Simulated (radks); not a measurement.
**Ni²⁺ in [Ar] 3d7.75 4f0.25: an all-electron calculation**

One table from this session's results is given with a row withheld; the runs are named, their logs left out.

Program: radks (a radial shooting solver on a logarithmic mesh, Libxc functionals) version 1. Level of theory: scalar-relativistic Kohn-Sham, LDA (Slater exchange, Perdew-Wang correlation), spin-polarised, spherical densities, finite nucleus; open shells are filled with parallel spins first. These are calculated values, not measurements, unless marked.

**Starting point**

| Item | Value |
| --- | --- |
| element | nickel (Z = 28) |
| charge | +2 |
| electrons | 26 |
| configuration | [Ar] 3d7.75 4f0.25 |
| nuclear rms radius | 3.7757 fm |

The first run:

The run's settings:

```text
Z 28
configuration [Ar] 3d7.75 4f0.25
relativity scalar-relativistic
functional lda,pw
spin polarised
nucleus finite rms 3.7757 fm
c 137.035999084
```

One of the session's tables, all rows but one given; the rest of the session is left out.

It belongs to the step «Radial structure». Radial moments (bohr):

```
  level      <r>  outermost maximum (interpolated)  90 % within  nodes
  1s up  0.05417                            0.0355       0.0968      0
1s down  0.05417                            0.0355       0.0968      0
  2s up   0.2455                             0.205        0.380      1
2s down   0.2453                             0.205        0.380      1
  2p up   0.2156                             0.165        0.353      0
2p down   0.2154                             0.165        0.353      0
  3s up        ?                                 ?            ?      ?
3s down   0.7420                             0.640         1.11      2
  3p up   0.7765                             0.646         1.20      1
3p down   0.7795                             0.647         1.20      1
  3d up   0.9396                             0.623         1.62      0
3d down   0.9608                             0.627         1.66      0
  4f up    7.074                              6.44         10.1      0
4f down    7.236                              6.55         10.4      0
```

Estimate the missing values for 3s up.

The run gave: <r>: 0.7403; outermost maximum (interpolated): 0.640; 90 % within: 1.11; nodes: 2. In the column «<r>» it lies between 2s up (0.2455) and 3s down (0.7420).
